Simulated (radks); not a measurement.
# Kr²⁺ with its nuclear charge varied continuously

What is the energy between the elements? 34 electrons are held in [Ar] 3d10 4s2 4p4 while Z is changed in small steps.

Program: radks (a radial shooting solver on a logarithmic mesh, Libxc functionals) version 1. Level of theory: scalar-relativistic Kohn-Sham, r2SCAN, spin-polarised, spherical densities, finite nucleus; open shells are filled with parallel spins first. These are calculated values, not measurements, unless marked.

## 1. The atom as given

| Item | Value |
| --- | --- |
| element | krypton (Z = 36) |
| charge | +2 |
| electrons | 34 |
| configuration | [Ar] 3d10 4s2 4p4 |
| nuclear rms radius | 4.1884 fm |

The outer shells:

Kr²⁺
```
[Ar] core
3d [↑↓][↑↓][↑↓][↑↓][↑↓]
4s [↑↓]
4p [↑↓][↑ ][↑ ]
```

## 2. Z = 36

The run's settings:

```text
Z 36
configuration [Ar] 3d10 4s2 4p4
relativity scalar-relativistic
functional r2scan,r2scan
spin polarised
nucleus finite rms 4.1884 fm
c 137.035999084
```

## 3. Z = 35.5

Changes since step 2:

```diff
@@ -1,2 +1,2 @@
-Z 36
+Z 35.5
 configuration [Ar] 3d10 4s2 4p4
```

## 4. Z = 36.5

Changes since step 3:

```diff
@@ -1,2 +1,2 @@
-Z 35.5
+Z 36.5
 configuration [Ar] 3d10 4s2 4p4
```

## 5. Z = 37

Changes since step 4:

```diff
@@ -1,2 +1,2 @@
-Z 36.5
+Z 37
 configuration [Ar] 3d10 4s2 4p4
```

Before running it: what results should come out? Wanted: for each run, Z; E; E(electron-nucleus)/Z; highest level; its energy; <r>.

The runs gave:

| Z | E (hartree) | E(electron-nucleus)/Z (hartree) | highest level | its energy (eV) | <r> (bohr) |
| --- | --- | --- | --- | --- | --- |
| 35.5 | -2696.99097 | -182.600 | 4p down | -22.848 | 1.846 |
| 36 | -2789.29503 | -186.020 | 4p down | -29.846 | 1.743 |
| 36.5 | -2883.31719 | -189.441 | 4p down | -37.405 | 1.654 |
| 37 | -2979.05847 | -192.865 | 4p down | -45.506 | 1.576 |

In words: At Z = 36 the central difference of E is -186.326 hartree, against -186.020 from the Hellmann-Feynman theorem; the scalar-relativistic energy here is not variational, so the two differ by a part that grows with Z. The top level goes from -22.848 eV at Z = 35.5 to -45.506 eV at Z = 37.
